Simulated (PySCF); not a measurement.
**cis-Sn(H2O)2Cl4: geometry, NMR shifts and electronic excitations**

What NMR shifts and electronic excitations should cis-Sn(H2O)2Cl4 (`[OH2]->[Sn](<-[OH2])([Cl])([Cl])([Cl])[Cl]`) show?

Computed with PySCF 2.14.0, with density-fitted response routines of our own, on a single molecule in the gas phase. Atoms are numbered from 0 throughout.

### Step 1. Starting geometry

11 atoms, charge 0, multiplicity 1; geometry from: GFN1-xTB. The atoms were then displaced at random by about 0.03 Å, so the start is not that level's minimum.

Bonds of the start (Å): Sn0–O1 2.41, Sn0–Cl4 2.40, Sn0–O5 2.36, Sn0–Cl8 2.45, Sn0–Cl9 2.44, Sn0–Cl10 2.32, O1–H2 0.94, O1–H3 0.85, O5–H6 0.95, O5–H7 0.99.

### Step 2. Relaxing the molecule at PBE0-D3(BJ)/def2-SVP

The job: settings as JSON, then the geometry in Å.

```
{"job": {"xc": "PBE0", "basis": "def2-SVP", "d3": "d3bj", "grid": 1, "maxiter": 40, "shake": 0.03, "kind": "geom"}, "charge": 0, "multiplicity": 1}
Sn    -0.578100    -0.071570    -0.607400
O     -0.341400     0.102310     1.782100
H     -0.037110    -0.778820     1.884580
H     -1.109920     0.141350     2.143860
Cl    -0.271020    -0.250040    -2.979280
O      1.762740    -0.069130    -0.329380
H      1.945480     0.837490    -0.109440
H      2.174640    -0.225700    -1.213420
Cl    -2.971050     0.228360    -0.169950
Cl    -0.055160     2.304330    -0.385300
Cl    -0.421040    -2.304100     0.014530
```

On the command line:

```console
$ OMP_NUM_THREADS=1 python probes_run.py task.json out
```

The driver reads the jobs from task.json and runs them one after another.

Log:

```text
step   0  E = -2206.68288493  max force = 0.165330
step   1  E = -2206.70619979  max force = 0.014509
step   2  E = -2206.70221768  max force = 0.014446
step   3  E = -2206.70713500  max force = 0.005800
step   4  E = -2206.70781617  max force = 0.006340
step   5  E = -2206.70872029  max force = 0.004255
step   6  E = -2206.70908140  max force = 0.003193
step   7  E = -2206.70942604  max force = 0.001508
step   8  E = -2206.70969684  max force = 0.001523
step   9  E = -2206.70984310  max force = 0.001190
step  10  E = -2206.70996327  max force = 0.001111
step  11  E = -2206.71005151  max force = 0.001322
step  12  E = -2206.71010239  max force = 0.001784
step  13  E = -2206.71016385  max force = 0.001595
step  14  E = -2206.71019992  max force = 0.000824
step  15  E = -2206.71021154  max force = 0.000486
step  16  E = -2206.71022795  max force = 0.000391
step  17  E = -2206.71023338  max force = 0.000324
optimisation converged
```

Run time: 4.1 min. Hardware: 1 thread of Arm Neoverse V1, shared host; peak memory 0.62 GiB.

Along the way: (the energy doesn't fall at every step)

```csv
step,energy from step 0 (eV),largest force component (eV/Å)
0,0.0000,8.5016
1,-0.6344,0.7461
2,-0.5261,0.7428
3,-0.6599,0.2982
4,-0.6784,0.3260
5,-0.7030,0.2188
6,-0.7128,0.1642
7,-0.7222,0.0775
8,-0.7296,0.0783
9,-0.7336,0.0612
10,-0.7368,0.0571
11,-0.7392,0.0680
12,-0.7406,0.0917
13,-0.7423,0.0820
14,-0.7433,0.0424
15,-0.7436,0.0250
16,-0.7440,0.0201
17,-0.7442,0.0167
```

Distances of close pairs at the start and the end, largest changes first:

```csv
bond,before (Å),after (Å),change (Å)
O1–H3,0.850,0.970,+0.119
Sn0–Cl8,2.451,2.359,-0.093
Sn0–O1,2.407,2.336,-0.072
Sn0–Cl10,2.323,2.385,+0.062
Sn0–Cl9,2.443,2.387,-0.055
Sn0–Cl4,2.398,2.359,-0.039
O1–H2,0.938,0.973,+0.035
O5–H6,0.951,0.974,+0.023
```

The final coordinates are the input of the step that follows.

```csv
at the end point,value
"rotational constants (GHz, main isotopes)","0.827, 0.778, 0.699"
dipole moment (D),4.29
```

### Step 3. NMR shieldings: PBE0/def2-TZVP+pcSseg-1

The job: settings as JSON, then the geometry in Å.

```
{"job": {"kind": "nmr", "xc": "PBE0", "basis": {"default": "pcSseg-1", "Sn": "def2-TZVP"}}, "charge": 0, "multiplicity": 1}
Sn    -0.525571    -0.015698    -0.527900
O     -0.350493     0.256305     1.785161
H     -0.489992    -0.658868     2.085380
H     -1.139761     0.752858     2.051009
Cl    -0.218539    -0.446713    -2.826887
O      1.791588    -0.280490    -0.375760
H      2.073088     0.645596    -0.481440
H      2.045915    -0.732362    -1.195628
Cl    -2.822005     0.422096    -0.216028
Cl     0.248095     2.242916    -0.514704
Cl    -0.514267    -2.271161     0.247699
```

Level: GIAO PBE0/pcSseg-1 Sn:def2-TZVP NMR shielding, scalar relativity only through core potentials, gas phase.

Log:

```text
coarse grid: 53544 points
cycle   1  E = -2205.5953628477  dE = -3.476e+01  |g| = 2.954e+00  |ddm| = 3.106e+01
cycle   2  E = -2204.2369296338  dE =  1.358e+00  |g| = 4.203e+00  |ddm| = 8.187e+00
cycle   3  E = -2207.3039807075  dE = -3.067e+00  |g| = 2.260e-01  |ddm| = 4.085e+00
cycle   4  E = -2207.3088698738  dE = -4.889e-03  |g| = 1.989e-01  |ddm| = 4.133e-01
cycle   5  E = -2207.3158803374  dE = -7.010e-03  |g| = 2.493e-02  |ddm| = 1.391e-01
cycle   6  E = -2207.3159752332  dE = -9.490e-05  |g| = 5.298e-03  |ddm| = 2.358e-02
cycle   7  E = -2207.3159803867  dE = -5.153e-06  |g| = 1.866e-03  |ddm| = 7.645e-03
final grid: 104936 points
cycle   8  E = -2207.3159000254  dE =  3.614e-07  |g| = 2.278e-03  |ddm| = 5.233e-03
cycle   9  E = -2207.3158992205  dE =  8.050e-07  |g| = 2.897e-03  |ddm| = 6.496e-03
cycle  10  E = -2207.3159013292  dE = -2.109e-06  |g| = 1.120e-04  |ddm| = 3.640e-03
cycle  11  E = -2207.3159013322  dE = -2.947e-09  |g| = 2.318e-05  |ddm| = 1.446e-04
cycle  12  E = -2207.3159013323  dE = -1.046e-10  |g| = 3.850e-06  |ddm| = 2.890e-05
converged SCF energy = -2207.3159013323

GIAO shielding tensors (ppm)
atom      isotropic    diamagn.    paramagn.     s11        s22        s33       span
  0 Sn         nan         nan         nan        nan        nan        nan        nan
  1 O      210.939     386.479    -175.540    133.565    215.710    283.543    149.978
  2 H       27.665      29.881      -2.216     19.108     27.217     36.672     17.563
  3 H       27.648      29.417      -1.770     20.901     24.963     37.079     16.178
  4 Cl     695.063    1147.956    -452.893    480.299    571.217   1033.672    553.373
  5 O      208.268     386.433    -178.165    130.444    211.025    283.334    152.890
  6 H       27.595      29.876      -2.281     19.057     27.292     36.435     17.378
  7 H       27.581      29.407      -1.826     20.821     25.156     36.767     15.946
  8 Cl     694.435    1147.946    -453.511    476.952    572.837   1033.517    556.565
  9 Cl     677.775    1148.899    -471.123    463.400    539.703   1030.224    566.824
 10 Cl     678.477    1148.828    -470.350    466.173    538.626   1030.633    564.460
```

Run time: 40 s. Hardware: 1 thread of Arm Neoverse V1, shared host; peak memory 1.1 GiB.

Shifts follow as δ = σ(reference) − σ, with reference shieldings (ppm) from runs at the same level and on the same kind of geometry: ¹H TMS 31.27, ¹⁷O H2O 334.6, ³⁵Cl HCl 943. The references are single molecules in the gas phase, so shifts against H2O, NH3, PH3, H3PO4 or CFCl3 are not on the usual liquid scales and can be off by tens of ppm. Atoms listed in one row are averaged.

```csv
atoms,environment,σ (ppm),δ (ppm)
"H2, H3, H6, H7",hydrogen on an oxygen bonded to Sn,27.62,3.64
"O1, O5","oxygen bonded to Sn, 2 H",209.6,125.0
"Cl9, Cl10",chlorine bonded to Sn,678,265
"Cl4, Cl8",chlorine bonded to Sn,695,249
```

Atoms past Kr carry core potentials, so their printed shieldings have no meaning and are left out of the table.

Charges from the same density, by scheme (e):

```csv
atoms,Mulliken,ESP fit
Sn0,0.68,0.21
"O1, O5",-0.36,-0.50
"Cl4, Cl8",-0.26,-0.16
"Cl9, Cl10",-0.28,-0.19
```

Mayer bond orders: Sn0–O1 0.33, Sn0–Cl4 1.01, Sn0–O5 0.34, Sn0–Cl8 1.01, Sn0–Cl9 0.96, Sn0–Cl10 0.97.

With diffuse functions Mulliken charges and Mayer bond orders lose their meaning; the other schemes are steadier.

Orbitals, density, ELF and potential are computed afterwards from the orbital file.

Frontier orbitals at PBE0/def2-TZVP+pcSseg-1, with the share of their density that lies nearest to each atom:

```csv
orbital,energy (eV),lies on
HOMO,-8.87,"Cl8 33 %; Cl4, Cl10 about 23 % each; Cl9 19 %"
LUMO,-2.93,Sn0 37 %; 4 Cl atoms about 13 % each
```

ELF in a plane through or near 4 of the atoms.

Ten even steps from ' ' (0.00) to '@' (0.88):
```
                                                        
                                                        
                                                        
                                                        
                ......          ....::..                
              ..--====--      ..==++++==::              
            ..--##@@%%##--    ==%%@@@@%%--..            
            ::==%%**%%%%==    ++@@##++%%++--            
          ::++**%%++%%@@==  ..++@@##==%%##++::          
          ..++++**####==........++%%##**++==..          
                ........==####==........                
        ..::--====--::::%%====##::::--------::..        
        ==**%%@@@@%%**--==%%##==--**%%@@@@%%**--        
      ..++##@@@@====@@##::::::::##@@****@@@@##++..      
      ..==##@@**++==%%%%==....==%%%%----%%@@##==..      
        --++@@@@####@@%%--  ..--%%@@%%%%@@@@++--        
        ..::++##@@@@%%**..    ::**%%@@@@##++::..        
            ::--++++++--        --++++++--::            
                                                        
                                                        
```
The map spans 9.8 Å across and 9.5 Å up, centred on the molecule. Atoms in the plane (x, y in Å): Sn0 (0.0, -0.8), O1 (1.5, 1.0), Cl4 (-1.9, -2.2), O5 (-1.5, 1.0).

log10 of the density (e/Å³) in the same plane.

Ten even steps from ' ' (-4.0) to '@' (1.3):
```
                                                        
                                                        
                                                        
                  ....            ....                  
            ::::--------::....::--------::::            
        ..::--==++++++==------====++++++==--::..        
        ::--++++######**++====++**######++++--::        
      ..--==++**%%%%%%##**++++**##%%@@%%**++==--..      
      ..--==**##%%%%%%##**++++**%%%%@@%%##**==--..      
      ..--==++****####************####****++==--..      
      ..::--==++++++****%%@@@@%%****++++++==--::..      
    ..::--==++++++****##@@@@@@@@##****++++++==--::..    
    ::--==++****########%%@@@@%%##**####****====--::    
    ::--==++####%%%%####**####**##########**++==--::    
    ::--==++####@@@@####**++++**####%%%%####++==--::    
    ::--==++**########**++++++++**########**++==--::    
    ..::--==++++****++++========++++****++++==--::..    
    ....::--======++====--------============--::....    
............::::----::::........::------::::............
..........    ..........        ..........    ..........
```
The map spans 9.8 Å across and 9.5 Å up, centred on the molecule. Atoms in the plane (x, y in Å): Sn0 (0.0, -0.8), O1 (1.5, 1.0), Cl4 (-1.9, -2.2), O5 (-1.5, 1.0).

On the surface of density 0.002 e/bohr³ the electrostatic potential runs, from the 1st to the 99th percentile, from -0.78 V near Cl8 to 2.95 V near H3.

### Step 4. Ultraviolet spectrum: PBE0/def2-SVPD

The job, as its differences from that of step 3:

```diff
@@ -1,2 +1,2 @@
-{"job": {"kind": "nmr", "xc": "PBE0", "basis": {"default": "pcSseg-1", "Sn": "def2-TZVP"}}, "charge": 0, "multiplicity": 1}
+{"job": {"kind": "uv", "xc": "PBE0", "basis": "def2-SVPD", "ip": true, "nstates": 10}, "charge": 0, "multiplicity": 1}
 Sn    -0.525571    -0.015698    -0.527900
```

Level: TDDFT PBE0/def2-SVPD, vertical, gas phase, core orbitals frozen in the response.

Log:

```text
coarse grid: 53544 points
cycle   1  E = -2204.3389494500  dE = -2.066e+01  |g| = 3.261e+00  |ddm| = 1.609e+01
cycle   2  E = -2155.3446053770  dE =  4.899e+01  |g| = 1.127e+01  |ddm| = 1.881e+02
cycle   3  E = -2206.5900084428  dE = -5.125e+01  |g| = 8.513e-01  |ddm| = 1.887e+02
cycle   4  E = -2206.5760212714  dE =  1.399e-02  |g| = 9.060e-01  |ddm| = 3.127e+00
cycle   5  E = -2206.7367348144  dE = -1.607e-01  |g| = 1.637e-01  |ddm| = 1.067e+00
cycle   6  E = -2206.7423979741  dE = -5.663e-03  |g| = 2.631e-02  |ddm| = 2.356e-01
cycle   7  E = -2206.7425660182  dE = -1.680e-04  |g| = 3.487e-03  |ddm| = 5.001e-02
cycle   8  E = -2206.7425686536  dE = -2.635e-06  |g| = 1.053e-03  |ddm| = 7.475e-03
final grid: 104936 points
cycle   9  E = -2206.7424142657  dE = -1.742e-08  |g| = 1.253e-03  |ddm| = 5.984e-03
cycle  10  E = -2206.7424140020  dE =  2.637e-07  |g| = 1.723e-03  |ddm| = 3.595e-03
cycle  11  E = -2206.7424146188  dE = -6.168e-07  |g| = 1.691e-04  |ddm| = 1.953e-03
cycle  12  E = -2206.7424146255  dE = -6.659e-09  |g| = 1.656e-05  |ddm| = 2.430e-04
cycle  13  E = -2206.7424146256  dE = -8.095e-11  |g| = 4.715e-06  |ddm| = 3.803e-05
converged SCF energy = -2206.7424146256

Static polarisability (au): isotropic 110.961, principal 103.695 113.705 115.484

Singlet excitations
state   eV       nm        f      main configurations
  1   4.4914    276.0   0.00007   H->L 0.99
  2   4.5597    271.9   0.01040   H-1->L 0.98
  3   4.7268    262.3   0.00184   H-2->L 0.99
  4   4.9511    250.4   0.00954   H-3->L 0.78, H-5->L 0.21
  5   5.0340    246.3   0.04324   H-4->L 0.97
  6   5.1146    242.4   0.03337   H-5->L 0.75, H-3->L 0.18
  7   5.2218    237.4   0.03808   H-6->L 0.97
  8   5.2904    234.4   0.00001   H-7->L 0.98
  9   6.0984    203.3   0.03182   H-8->L 0.89
 10   6.4288    192.9   0.07177   H-9->L 0.93

Triplet excitations (Tamm-Dancoff, eV): 4.2071 4.2438 4.4451 4.5798
Vertical ionisation energy (delta-SCF) = 10.6623 eV
Vertical electron affinity (delta-SCF) = 1.5043 eV
```

Wall time 4.1 min (1 thread of Arm Neoverse V1, shared host); peak memory 1.1 GiB.

The orbitals next to the gap, with their largest atomic shares:

```csv
orbital,eV,atoms
HOMO−3,-9.34,"Cl10 42 %, Cl9 40 %, Cl8 6 %"
HOMO−2,-9.14,"Cl8 43 %, Cl4 41 %, Cl9 6 %"
HOMO−1,-8.96,"Cl4 33 %, Cl8 23 %, Cl9 22 %"
HOMO,-8.91,"Cl8 33 %, Cl4 24 %, Cl10 22 %"
LUMO,-3.12,"Sn0 25 %, Cl10 16 %, Cl9 16 %"
LUMO+1,-0.59,"Sn0 21 %, O1 15 %, O5 13 %"
LUMO+2,-0.10,"O5 18 %, O1 17 %, H7 8 %"
```

With each of the 10 states as a Gaussian band of 0.4 eV half-width at 1/e, the curve within the window shown has maxima at 243 nm (ε 4,900), 195 nm (ε 3,700) L/(mol cm). Beyond the last state computed it falls off for lack of states. The curve at chosen wavelengths:

nm, ε (L/mol/cm) and a bar:
```
      184       1763 ###########
      189       3005 ##################
      195       3663 ######################
      200       3269 ####################
      205       2427 ###############
      211       1512 #########
      216       1217 #######
      222       1628 ##########
      227       2515 ###############
      232       3592 ######################
      238       4605 ############################
      243       4897 ##############################
      248       4643 ############################
      254       3842 #######################
      259       3024 ##################
      264       2258 ##############
      270       1524 #########
      275       1078 ######
      280        756 ####
      286        489 ###
      291        335 ##
      297        208 #
      302        136 #
      307         87 
      313         49 
      318         29
```

Leading natural transition orbitals of singlet state 10: the hole lies on Cl4, Cl8 about 30 % each; O1, O5 about 12 % each; Sn0 7 %; the particle on Sn0 35 %; 4 Cl atoms about 13 % each.

Leading natural transition orbitals of singlet state 1: the hole lies on Cl8 32 %; Cl4, Cl10 about 23 % each; Cl9 19 %; the particle on Sn0 36 %; 4 Cl atoms about 14 % each.

Further results of this job:

```csv
property,computed
dipole moment (D),4.05
polarisability (Å³),16.44
HOMO–LUMO gap (eV),5.80
−ε(HOMO) (eV),8.91
```

### Step 5. NMR shieldings: KT2/def2-TZVP+pcSseg-1

The job, as its differences from that of step 4:

```diff
@@ -1,2 +1,2 @@
-{"job": {"kind": "uv", "xc": "PBE0", "basis": "def2-SVPD", "ip": true, "nstates": 10}, "charge": 0, "multiplicity": 1}
+{"job": {"kind": "nmr", "xc": "KT2", "basis": {"default": "pcSseg-1", "Sn": "def2-TZVP"}, "pop": false}, "charge": 0, "multiplicity": 1}
 Sn    -0.525571    -0.015698    -0.527900
```

With the program's defaults for keys left out, this is: GIAO KT2/pcSseg-1 Sn:def2-TZVP NMR shielding, scalar relativity only through core potentials, gas phase.

Log:

```text
coarse grid: 53544 points
cycle   1  E = -2222.4471223212  dE = -3.366e+01  |g| = 3.516e+00  |ddm| = 3.029e+01
cycle   2  E = -2171.8182328072  dE =  5.063e+01  |g| = 9.744e+00  |ddm| = 2.918e+01
cycle   3  E = -2224.0228541612  dE = -5.220e+01  |g| = 2.156e+00  |ddm| = 2.839e+01
cycle   4  E = -2224.2568536333  dE = -2.340e-01  |g| = 2.013e+00  |ddm| = 3.326e+00
cycle   5  E = -2224.9845338462  dE = -7.277e-01  |g| = 4.400e-01  |ddm| = 1.447e+00
cycle   6  E = -2225.0151064639  dE = -3.057e-02  |g| = 2.977e-01  |ddm| = 8.171e-01
cycle   7  E = -2225.0342735379  dE = -1.917e-02  |g| = 1.073e-01  |ddm| = 4.843e-01
cycle   8  E = -2225.0368631531  dE = -2.590e-03  |g| = 4.154e-02  |ddm| = 1.644e-01
cycle   9  E = -2225.0373133729  dE = -4.502e-04  |g| = 6.174e-03  |ddm| = 5.570e-02
cycle  10  E = -2225.0373184509  dE = -5.078e-06  |g| = 2.839e-03  |ddm| = 7.988e-03
final grid: 104936 points
cycle  11  E = -2225.0371890002  dE =  3.770e-06  |g| = 5.173e-03  |ddm| = 9.199e-03
cycle  12  E = -2225.0371707390  dE =  1.826e-05  |g| = 1.057e-02  |ddm| = 1.670e-02
cycle  13  E = -2225.0371947227  dE = -2.398e-05  |g| = 7.901e-04  |ddm| = 1.124e-02
cycle  14  E = -2225.0371948550  dE = -1.323e-07  |g| = 1.205e-04  |ddm| = 8.223e-04
cycle  15  E = -2225.0371948581  dE = -3.042e-09  |g| = 1.991e-05  |ddm| = 1.184e-04
cycle  16  E = -2225.0371948582  dE = -7.094e-11  |g| = 5.580e-06  |ddm| = 2.122e-05
converged SCF energy = -2225.0371948582

GIAO shielding tensors (ppm)
atom      isotropic    diamagn.    paramagn.     s11        s22        s33       span
  0 Sn         nan         nan         nan        nan        nan        nan        nan
  1 O      195.924     385.481    -189.557    113.898    195.766    278.107    164.209
  2 H       27.697      30.039      -2.342     19.733     27.401     35.956     16.223
  3 H       27.612      29.536      -1.924     21.429     25.044     36.363     14.934
  4 Cl     624.767    1150.379    -525.612    376.454    481.265   1016.583    640.129
  5 O      192.862     385.428    -192.566    110.052    190.760    277.774    167.722
  6 H       27.622      30.037      -2.415     19.692     27.477     35.696     16.004
  7 H       27.542      29.534      -1.992     21.370     25.221     36.036     14.666
  8 Cl     623.726    1150.372    -526.646    372.431    482.351   1016.395    643.963
  9 Cl     615.988    1151.280    -535.291    375.438    456.831   1015.696    640.259
 10 Cl     616.388    1151.214    -534.826    377.827    455.399   1015.938    638.111
```

Run time: 42 s. Hardware: 1 thread of Arm Neoverse V1, shared host; peak memory 1.1 GiB.

Key values: δ O1 136.3, Cl9 327, Cl4 318, H2 3.56 ppm (means over like atoms).

### Step 6. Comparing the runs: NMR shifts

Shifts (ppm), means over like atoms, with basis size and wall time:

```csv
run,H2,O1,Cl9,Cl4,functions,time
PBE0/def2-TZVP+pcSseg-1,3.64,125.0,265,249,200,40 s
KT2/def2-TZVP+pcSseg-1,3.56,136.3,327,318,200,42 s
```

### Step 7. Outcome

| quantity | value |
| --- | --- |
| rotational constants (main isotopes) | 0.83, 0.78, 0.70 GHz |
| ¹H shifts against TMS (PBE0/def2-TZVP+pcSseg-1, means over atoms taken as alike) | 3.64 ppm |
| ¹⁷O shifts against H2O (PBE0/def2-TZVP+pcSseg-1, means over atoms taken as alike) | 125.0 ppm |
| ³⁵Cl shifts against HCl (PBE0/def2-TZVP+pcSseg-1, means over atoms taken as alike) | 265, 249 ppm |
| surface potential, 1st and 99th percentile | -0.78 V and 2.95 V |
| lowest singlet (PBE0/def2-SVPD) | 4.49 eV (276 nm), f = 0.000 |
| brightest single state of those computed | state 10, 6.43 eV, f = 0.072 |
| lowest triplet | 4.21 eV |
| vertical ionisation energy (ΔSCF) | 10.66 eV |
| vertical electron affinity (ΔSCF) | 1.50 eV |
| range of the shift of Cl4 | 249 to 318 ppm |

In words: The start was shaken at random, so part of the energy gained undoes that. The optimisation took 17 steps and gained 0.744 eV; among the close pairs (by a distance rule), O1–H3 changed most, from 0.850 to 0.970 Å. By nearest atom (PBE0/def2-TZVP+pcSseg-1), the HOMO sits on Cl8 33 %; Cl4, Cl10 about 23 % each and the LUMO on Sn0 37 %; 4 Cl atoms about 13 % each. The lowest singlet, at 4.49 eV, is HOMO→LUMO 0.99 and is dark; of the 10 states computed, the strongest absorption comes from state 10 at 6.43 eV (the last computed, so partners may be missing). The lowest triplet lies 0.28 eV below the lowest singlet (triplets in Tamm-Dancoff, singlets in full TDDFT). Spin-orbit coupling, left out, mixes singlets and triplets in elements this heavy. ΔSCF puts the ionisation energy at 10.66 eV, 1.75 eV above −ε(HOMO). In ppm, Cl4 (with its like atoms) moves most: its shift spreads over 70 ppm, from 249 (PBE0/def2-TZVP+pcSseg-1) to 318 (KT2/def2-TZVP+pcSseg-1). Spin-orbit coupling is left out, which matters for shieldings and couplings at and beside the heavy atoms.
